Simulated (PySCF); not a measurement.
# Mn (Mn5+): the cost of one run

Computed with PySCF 2.14.0 and routines of our own; the level stands in each step. Atoms count from 0.

### 1 The system as given

1 atom, charge 5, states of the metal's open shell are computed; geometry from: free ion.

### 2 Ligand-field states: state-averaged CASSCF

The job: settings as JSON, then the geometry in Å.

```
{"job": {"kind": "lf", "basis": {"metal": "x2c-TZVPall", "ligand": "x2c-SVPall"}, "nevpt": true}, "charge": 5, "metal": "Mn", "open_shell": "d2"}
Mn     0.000000     0.000000     0.000000
```

Method: state-averaged CASSCF of the metal d shell, SC-NEVPT2 on the averaged canonical orbitals, state-interaction spin-orbit coupling.

On the command line:

```
OMP_NUM_THREADS=1 python lf_run.py task.json out
```

One launch serves the whole session: the jobs run in the order shown.

**Question.** How long does this first job take on 1 thread of AMD EPYC 7R43, shared host, and how much memory does it need?

About 2.4 s, with a peak of 0.15 GiB.
